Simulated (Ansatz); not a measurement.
# FH₅O₃Si₂: one species, many methods

An exercise on one series of results from a longer session: the logs are not shown, and one member is left open.

Method: functionals in def2-TZVPP, the program's frozen cores in correlated methods; program: Ansatz 0.2.0, Gaussian basis.

The runs, in order: PBE-D4, r2SCAN-D4, PBE0-D4, B3LYP-D4, ωB97X-V, ωB97M-V, B2PLYP; CCSD(T)/def2-TZVPP; MP2/def2-QZVPP; extrapolation to the limit.

### The geometry

All runs share one geometry, relaxed beforehand with PBE0-D4 in a triple-zeta def2 set.

SMILES `O[SiH](O)O[SiH2]F`, 11 atoms, charge 0, spin multiplicity 1.

Atoms are counted from 1 here; the program's logs count them from 0.

Bond lengths: O1–Si2 1.624 Å, O1–H7 0.959 Å, Si2–O3 1.633 Å, Si2–O4 1.635 Å, Si2–H8 1.473 Å, O3–H9 0.958 Å, O4–Si5 1.617 Å, Si5–F6 1.595 Å, Si5–H10 1.476 Å, Si5–H11 1.479 Å. Angles: Si2–O1–H7 118.1°, O1–Si2–O3 108.2°, O1–Si2–O4 111.9°, O1–Si2–H8 106.5°, O3–Si2–O4 108.2°, O3–Si2–H8 113.5°, O4–Si2–H8 108.7°, Si2–O3–H9 118.0°, Si2–O4–Si5 150.5°, O4–Si5–F6 108.6°, O4–Si5–H10 109.2°, O4–Si5–H11 111.0°, F6–Si5–H10 107.5°, F6–Si5–H11 107.2°, H10–Si5–H11 113.2°.

Set-up of the first run:

in.yaml

```yaml
crystal:
  periodic: [false, false, false]
  atoms:
    - {symbol: O, position_ang: [-0.664952, 2.313566, -0.210397]}
    - {symbol: Si, position_ang: [0.406132, 1.107044, -0.026968]}
    - {symbol: O, position_ang: [1.499387, 1.209067, -1.235169]}
    - {symbol: O, position_ang: [-0.308657, -0.361013, -0.109421]}
    - {symbol: Si, position_ang: [-0.730147, -1.760700, 0.580844]}
    - {symbol: F, position_ang: [0.415885, -2.833131, 0.295077]}
    - {symbol: H, position_ang: [-0.932460, 2.547690, -1.100611]}
    - {symbol: H, position_ang: [0.994559, 1.270278, 1.313507]}
    - {symbol: H, position_ang: [1.954087, 0.408366, -1.499423]}
    - {symbol: H, position_ang: [-1.969832, -2.257748, -0.048274]}
    - {symbol: H, position_ang: [-0.838904, -1.616419, 2.048934]}
basis:
  gaussian: {orbitals: def2-TZVPP}
hamiltonian: {xc: pbe, dispersion: d4}
output: {forces: true, orbitals: {seedname: orbitals}}
```

The run is started by

```console
$ ansatz run in.yaml --threads 4 --pin off --events-out ev --progress --plain --max-ram 10444MiB
```

Among the steps run: PBE-D4 (GGA); r2SCAN-D4 (meta-GGA); PBE0-D4 (hybrid); B3LYP-D4 (hybrid); ωB97X-V (range-separated); ωB97M-V (range-separated); B2PLYP (double hybrid); CCSD(T) in def2-TZVPP; MP2 in def2-QZVPP.

One table of the session follows, with a row left open; its other results are not shown here.

| method | atomisation energy (eV) |
| --- | --- |
| PBE-D4 | 45.567 |
| r2SCAN-D4 | 45.496 |
| PBE0-D4 | 44.658 |
| B3LYP-D4 | ? |
| ωB97X-V | 45.617 |
| ωB97M-V | 45.625 |
| B2PLYP | 45.015 |
| HF/def2-TZVPP | 33.182 |
| MP2/def2-TZVPP | 45.746 |
| CCSD/def2-TZVPP | 43.793 |
| CCSD(T)/def2-TZVPP | 44.418 |
| MP2/CBS | 47.220 |
| CCSD(T)/CBS | 45.892 |

**Question.** Estimate the row for B3LYP-D4.

**Answer.** atomisation energy (eV): 45.186. In the column «atomisation energy (eV)» it lies between B2PLYP (45.015) and r2SCAN-D4 (45.496).
